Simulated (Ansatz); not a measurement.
# BFGeH4: how energies converge with the basis set

The task here is to estimate one member of a computed series from the others.

Program: Ansatz 0.2.0, Gaussian basis. Level of theory: one geometry, several basis sets. These are calculated values, not measurements.

The runs, in order: PBE0-D4/def2-SVP; ωB97M-V/def2-SVP; PBE0-D4/def2-QZVPP; ωB97M-V/def2-QZVPP; the functionals' def2-TZVPP values are taken from earlier runs.

## The geometry

All runs share one geometry, relaxed beforehand with PBE0-D4 in a triple-zeta def2 set.

SMILES `[BH2][GeH2][F]`, 7 atoms, charge 0, spin multiplicity 1.

Atoms are counted from 1 here; the program's logs count them from 0.

Bond lengths: B1–Ge2 2.052 Å, B1–H4 1.192 Å, B1–H5 1.194 Å, Ge2–F3 1.751 Å, Ge2–H6 1.541 Å, Ge2–H7 1.541 Å. Angles: Ge2–B1–H4 121.6°, Ge2–B1–H5 119.1°, H4–B1–H5 119.3°, B1–Ge2–F3 110.0°, B1–Ge2–H6 113.4°, B1–Ge2–H7 113.4°, F3–Ge2–H6 105.0°, F3–Ge2–H7 105.0°, H6–Ge2–H7 109.3°.

Set-up of the first run:

The input, in.yaml:

```yaml
crystal:
  periodic: [false, false, false]
  atoms:
    - {symbol: B, position_ang: [-0.983242, 0.233917, -0.747354]}
    - {symbol: Ge, position_ang: [0.647462, -0.089788, 0.455115]}
    - {symbol: F, position_ang: [0.756791, -1.787222, 0.871424]}
    - {symbol: H, position_ang: [-1.705845, -0.655847, -1.073253]}
    - {symbol: H, position_ang: [-1.211676, 1.342359, -1.128946]}
    - {symbol: H, position_ang: [0.569202, 0.648055, 1.805838]}
    - {symbol: H, position_ang: [1.988507, 0.240526, -0.228624]}
basis:
  gaussian: {orbitals: def2-SVP}
hamiltonian: {xc: pbe0, dispersion: d4}
output: {orbitals: {seedname: orbitals}}
```

On the command line:

```bash
$ ansatz run in.yaml --threads 2 --pin off --events-out ev --progress --plain --max-ram 4352MiB
```

Among the steps run: PBE0-D4 in def2-SVP; ωB97M-V in def2-SVP; PBE0-D4 in def2-QZVPP; ωB97M-V in def2-QZVPP.

One of the session's tables, all rows but one given; the rest of the session is left out.

It belongs to the step «Density functionals: the series». 

| functional | basis | HOMO (eV) | LUMO (eV) |
| --- | --- | --- | --- |
| PBE0-D4 | def2-SVP | -8.51 | -2.75 |
| PBE0-D4 | def2-TZVPP | -8.57 | -2.80 |
| PBE0-D4 | def2-QZVPP | -8.60 | -2.81 |
| ωB97M-V | def2-SVP | -10.65 | -0.67 |
| ωB97M-V | def2-TZVPP | -10.75 | -0.82 |
| ωB97M-V | def2-QZVPP | ? | ? |

Q: Estimate the row for ωB97M-V, def2-QZVPP from the others.

**Answer.** HOMO (eV): -10.77; LUMO (eV): -0.86. In the column «HOMO (eV)» it is the lowest.
